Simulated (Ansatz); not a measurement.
# Cl6Tm ([TmCl6]3-): the cost of one run

The runs use Ansatz 0.2.0, Gaussian basis; as each input shows.

Plan: PBE-D4/def2-TZVP, r2SCAN-D4/def2-TZVP, CAM-B3LYP-D4/def2-TZVP, PBE-QIDH/def2-TZVP, PBE-D4/def2-SVP, PBE0-D4/def2-SVP, MP2/def2-SVP.

### Step 1. The relaxed structure

The triplet was relaxed beforehand with PBE-D4/def2-SVP.

7 atoms, charge -3, spin multiplicity 3.

Atoms are counted from 1 here; the program's logs count them from 0.

Bond lengths: Tm1–Cl2 2.710 Å, Tm1–Cl3 2.710 Å, Tm1–Cl4 2.703 Å, Tm1–Cl5 2.703 Å, Tm1–Cl6 2.703 Å, Tm1–Cl7 2.703 Å. Angles: Cl2–Tm1–Cl3 180.0°, Cl2–Tm1–Cl4 90.0°, Cl2–Tm1–Cl5 90.0°, Cl2–Tm1–Cl6 90.0°, Cl2–Tm1–Cl7 90.0°, Cl3–Tm1–Cl4 90.0°, Cl3–Tm1–Cl5 90.0°, Cl3–Tm1–Cl6 90.0°, Cl3–Tm1–Cl7 90.0°, Cl4–Tm1–Cl5 180.0°, Cl4–Tm1–Cl6 90.0°, Cl4–Tm1–Cl7 90.0°, Cl5–Tm1–Cl6 90.0°, Cl5–Tm1–Cl7 90.0°, Cl6–Tm1–Cl7 180.0°.

Tm takes a core potential in the def2 sets. No spin-orbit coupling is included. The ion is computed in the gas phase, without counter-ions or solvent.

PBE0-D4/def2-TZVP was run before; its log isn't repeated, and its numbers join the tables.

### Step 2. PBE-D4/def2-TZVP

start.molden holds the orbitals of an earlier run on this state, given as this run's starting guess.

Contents of in.yaml:

```yaml
crystal:
  periodic: [false, false, false]
  atoms:
    - {symbol: Tm, position_ang: [-0.000022, 0.000092, -0.000063]}
    - {symbol: Cl, position_ang: [-0.020402, -0.002911, 2.710035]}
    - {symbol: Cl, position_ang: [0.020193, 0.003033, -2.710061]}
    - {symbol: Cl, position_ang: [2.702589, 0.008513, 0.020470]}
    - {symbol: Cl, position_ang: [-2.702623, -0.008820, -0.020423]}
    - {symbol: Cl, position_ang: [-0.010425, 2.702759, 0.002941]}
    - {symbol: Cl, position_ang: [0.010689, -2.702666, -0.002889]}
basis:
  gaussian: {orbitals: def2-TZVP, initial_orbitals: start.molden}
total_charge: -3
magnetization: {spin_polarized: true, initial_magnetization: 2}
hamiltonian: {xc: pbe, dispersion: d4}
scf: {omitted_lower_state_checks: [starts]}
output: {forces: true, orbitals: {seedname: orbitals}}
```

Command:

```sh
> ansatz run in.yaml --threads 4 --pin off --events-out ev --progress --plain --max-ram 6963MiB
```

Q: Estimate wall time and peak memory on 4 threads of Arm Neoverse V2, shared host.

About 1.9 min, with a peak of 1.8 GiB.
